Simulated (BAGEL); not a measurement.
**C2H6Cl2Si (dichlorodimethylsilane): B3LYP/def2-SVP (density fitting with cc-pvqz-jkfit)**

Aim: the energy change on altering one bond length of C2H6Cl2Si (dichlorodimethylsilane) at B3LYP/def2-SVP (density fitting with cc-pvqz-jkfit), from 2 runs. 

The calculation is run with BAGEL 1.2.2.

1 further run of the same task is left out (set aside as unsound or not needed).

**1. The structure to begin with**

C2H6Cl2Si has 11 atoms, charge 0, and is taken as a singlet. SMILES: `C[Si](C)(Cl)Cl`. Geometry: relaxed at PBE0-D4/def2-TZVP.

Bond lengths: C1–Si2 1.851 Å, Si2–C3 1.851 Å, Si2–Cl4 2.058 Å, Si2–Cl5 2.058 Å, C1–H6 1.093 Å, C1–H7 1.091 Å, C1–H8 1.093 Å, C3–H9 1.093 Å, C3–H10 1.091 Å, C3–H11 1.093 Å. Some angles: C1–Si2–C3 114.5°, C1–Si2–Cl4 108.6°, C1–Si2–Cl5 108.6°, C3–Si2–Cl4 108.6°, C3–Si2–Cl5 108.6°, Cl4–Si2–Cl5 107.7°, Si2–C1–H6 110.3°, Si2–C1–H7 110.5°, Si2–C1–H8 110.3°, Si2–C3–H9 110.3°.

**2. A single-point energy at B3LYP/def2-SVP (density fitting with cc-pvqz-jkfit)**

Input file input.json:

```json
{ "bagel" : [

{
  "title" : "molecule",
  "basis" : "svp",
  "df_basis" : "cc-pvqz-jkfit",
  "angstrom" : true,
  "geometry" : [
    { "atom" : "C", "xyz" : [      -1.474780,       0.260330,       0.569630 ] },
    { "atom" : "Si", "xyz" : [       0.049440,       0.400780,      -0.470390 ] },
    { "atom" : "C", "xyz" : [       1.413930,      -0.753620,       0.009340 ] },
    { "atom" : "Cl", "xyz" : [      -0.457830,       0.039560,      -2.432040 ] },
    { "atom" : "Cl", "xyz" : [       0.750400,       2.332220,      -0.351670 ] },
    { "atom" : "H", "xyz" : [      -1.240880,       0.476080,       1.614990 ] },
    { "atom" : "H", "xyz" : [      -2.234960,       0.966850,       0.231850 ] },
    { "atom" : "H", "xyz" : [      -1.886320,      -0.749770,       0.503510 ] },
    { "atom" : "H", "xyz" : [       1.724400,      -0.565080,       1.039920 ] },
    { "atom" : "H", "xyz" : [       2.278000,      -0.616910,      -0.643230 ] },
    { "atom" : "H", "xyz" : [       1.078600,      -1.790430,      -0.071900 ] }
  ]
},

{
  "title" : "ks",
  "xc_func" : "b3lyp",
  "charge" : 0
},

{
  "title" : "print",
  "file" : "orbitals.molden",
  "orbitals" : true
}

]}
```

Launch:

```
$ BAGEL_NUM_THREADS=1 BAGEL input.json > input.out
```

Output:

```text
* using 1 threads per process

  ===============================================================
  ===============================================================

  *** Geometry ***

  { "atom" : "C", "xyz" : [     -2.786930,      0.491952,      1.076445 ] },
  { "atom" : "Si", "xyz" : [      0.093428,      0.757364,     -0.888908 ] },
  { "atom" : "C", "xyz" : [      2.671940,     -1.424135,      0.017650 ] },
  { "atom" : "Cl", "xyz" : [     -0.865173,      0.074758,     -4.595890 ] },
  { "atom" : "Cl", "xyz" : [      1.418050,      4.407257,     -0.664560 ] },
  { "atom" : "H", "xyz" : [     -2.344923,      0.899661,      3.051889 ] },
  { "atom" : "H", "xyz" : [     -4.223462,      1.827082,      0.438133 ] },
  { "atom" : "H", "xyz" : [     -3.564628,     -1.416860,      0.951496 ] },
  { "atom" : "H", "xyz" : [      3.258644,     -1.067846,      1.965164 ] },
  { "atom" : "H", "xyz" : [      4.304796,     -1.165791,     -1.215529 ] },
  { "atom" : "H", "xyz" : [      2.038259,     -3.383422,     -0.135871 ] },

  Number of auxiliary basis functions:      962

  Since a DF basis is specified, we compute 2- and 3-index integrals:
    o Being stored without compression. Storage requirement is 0.097 GB

  Number of basis functions:      112
  Number of electrons      :       66

    * METHOD: MOLECULE                             1.60

  *** Kohn-Sham DFT ***

    * Removing 23208 points whose weight is below 1.00e-10
    * Grid points: 140758

  === Nuclear Repulsion ===
   364.6542020153

       - DIIS with orbital gradients will be used.

  === KS iteration (b3lyp / svp) ===
      0      -1236.78973944          0.07603339           1.31
      1      -1148.14214644          0.17250143           1.28
      2      -1232.00569151          0.09200304           1.33
      3      -1240.90242657          0.10739196           1.28
      4      -1283.80454676          0.05276868           1.28
      5      -1288.32845799          0.03366094           1.30
      6      -1286.48850492          0.03894348           1.27
      7      -1289.04834192          0.01768214           1.29
      8      -1289.39224239          0.00750368           1.26
      9      -1289.45080495          0.00204305           1.28
     10      -1289.45662387          0.00049395           1.26
     11      -1289.45684776          0.00009098           1.26
     12      -1289.45685476          0.00002772           1.28
     13      -1289.45685555          0.00000381           1.25
     14      -1289.45685557          0.00000063           1.25
     15      -1289.45685557          0.00000026           1.26
     16      -1289.45685557          0.00000003           1.25
     17      -1289.45685557          0.00000002           1.28
     18      -1289.45685557          0.00000001           1.25
    * SCF iteration converged.

    * Permanent dipole moment:
           (    0.072137,     0.584683,    -0.686203) a.u.

    * METHOD: KS                                  25.69

    * METHOD: PRINT                                0.02

  ===============================================================
```

Run time: 28 s. Hardware: 1 thread of Intel Xeon Platinum 8259CL at 2.50GHz (Skylake/Cascade Lake), shared host; peak memory 0.79 GiB.

**3. The distorted shape, same level**

Input file calc.json:

```json
{ "bagel" : [

{
  "title" : "molecule",
  "basis" : "svp",
  "df_basis" : "cc-pvqz-jkfit",
  "angstrom" : true,
  "geometry" : [
    { "atom" : "C", "xyz" : [      -1.825262,      -0.705394,       0.510270 ] },
    { "atom" : "Si", "xyz" : [      -0.301042,      -0.564944,      -0.529750 ] },
    { "atom" : "C", "xyz" : [       1.063448,      -1.719344,      -0.050020 ] },
    { "atom" : "Cl", "xyz" : [      -0.808312,      -0.926164,      -2.491400 ] },
    { "atom" : "Cl", "xyz" : [       0.750400,       2.332220,      -0.351670 ] },
    { "atom" : "H", "xyz" : [      -1.591362,      -0.489644,       1.555630 ] },
    { "atom" : "H", "xyz" : [      -2.585442,       0.001126,       0.172490 ] },
    { "atom" : "H", "xyz" : [      -2.236802,      -1.715494,       0.444150 ] },
    { "atom" : "H", "xyz" : [       1.373918,      -1.530804,       0.980560 ] },
    { "atom" : "H", "xyz" : [       1.927518,      -1.582634,      -0.702590 ] },
    { "atom" : "H", "xyz" : [       0.728118,      -2.756154,      -0.131260 ] }
  ]
},

{
  "title" : "ks",
  "xc_func" : "b3lyp"
},

{
  "title" : "print",
  "file" : "orbitals.molden",
  "orbitals" : true
}

]}
```

Launch:

```
$ BAGEL_NUM_THREADS=1 BAGEL calc.json > calc.out
```

Output:

```text
* using 1 threads per process

  ===============================================================
  ===============================================================

  *** Geometry ***

  { "atom" : "C", "xyz" : [     -3.449245,     -1.333001,      0.964271 ] },
  { "atom" : "Si", "xyz" : [     -0.568887,     -1.067589,     -1.001082 ] },
  { "atom" : "C", "xyz" : [      2.009625,     -3.249089,     -0.094524 ] },
  { "atom" : "Cl", "xyz" : [     -1.527488,     -1.750196,     -4.708064 ] },
  { "atom" : "Cl", "xyz" : [      1.418050,      4.407257,     -0.664560 ] },
  { "atom" : "H", "xyz" : [     -3.007238,     -0.925293,      2.939715 ] },
  { "atom" : "H", "xyz" : [     -4.885777,      0.002128,      0.325959 ] },
  { "atom" : "H", "xyz" : [     -4.226943,     -3.241814,      0.839322 ] },
  { "atom" : "H", "xyz" : [      2.596329,     -2.892800,      1.852990 ] },
  { "atom" : "H", "xyz" : [      3.642481,     -2.990745,     -1.327703 ] },
  { "atom" : "H", "xyz" : [      1.375944,     -5.208376,     -0.248045 ] },

  Number of auxiliary basis functions:      962

  Since a DF basis is specified, we compute 2- and 3-index integrals:
    o Being stored without compression. Storage requirement is 0.097 GB

  Number of basis functions:      112
  Number of electrons      :       66

    * METHOD: MOLECULE                             1.76

  *** Kohn-Sham DFT ***

    * Removing 22033 points whose weight is below 1.00e-10
    * Grid points: 141933

  === Nuclear Repulsion ===
   324.3542158831

       - DIIS with orbital gradients will be used.

  === KS iteration (b3lyp / svp) ===
      0      -1233.89855624          0.08478224           1.37
      1      -1153.16199777          0.18095573           1.28
      2      -1219.73355846          0.10210002           1.28
      3      -1260.85963960          0.09950282           1.29
      4      -1279.48686527          0.05162607           1.46
      5      -1278.57825834          0.05104067           1.30
      6      -1288.65255454          0.01940071           1.31
      7      -1289.29904650          0.00684352           1.33
      8      -1289.31168163          0.00525570           1.35
      9      -1289.35699222          0.00277575           1.31
     10      -1289.36481038          0.00078382           1.31
     11      -1289.36592989          0.00026069           1.32
     12      -1289.36601429          0.00014123           1.31
     13      -1289.36604996          0.00002829           1.32
     14      -1289.36605130          0.00000965           1.31
     15      -1289.36605147          0.00000239           1.37
     16      -1289.36605147          0.00000184           1.42
     17      -1289.36605147          0.00000036           1.32
     18      -1289.36605147          0.00000021           1.34
     19      -1289.36605147          0.00000005           1.33
     20      -1289.36605147          0.00000002           1.32
     21      -1289.36605147          0.00000001           1.35
    * SCF iteration converged.

    * Permanent dipole moment:
           (    0.679909,     2.254573,    -0.574574) a.u.

    * METHOD: KS                                  30.89

    * METHOD: PRINT                                0.02

  ===============================================================
```

Run time: 33 s. Hardware: 1 thread of Intel Xeon Platinum 8259CL at 2.50GHz (Skylake/Cascade Lake), shared host; peak memory 0.8 GiB.

**4. Outcome**

Level: B3LYP/def2-SVP (density fitting with cc-pvqz-jkfit).

| quantity | value |
| --- | --- |
| first shape: total energy | -1289.45686 Eh |
| first shape: dipole moment | 2.30 D |
| first shape: HOMO energy | -8.20 eV |
| first shape: LUMO energy | 1.22 eV |
| first shape: HOMO–LUMO gap | 9.42 eV |
| distorted shape: total energy | -1289.36605 Eh |
| distorted shape: dipole moment | 6.16 D |
| distorted shape: HOMO energy | -6.56 eV |
| distorted shape: LUMO energy | -3.13 eV |
| distorted shape: HOMO–LUMO gap | 3.43 eV |
| energy change with the Si2–Cl5 bond stretched from 2.058 to 3.087 Å | 2.471 eV |

With the Si2–Cl5 bond stretched from 2.058 to 3.087 Å the energy rises by 2.47 eV (238 kJ/mol). The first shape isn't relaxed at this level, so the change isn't measured from a minimum. A restricted reference can't describe the breaking bond well at this length.
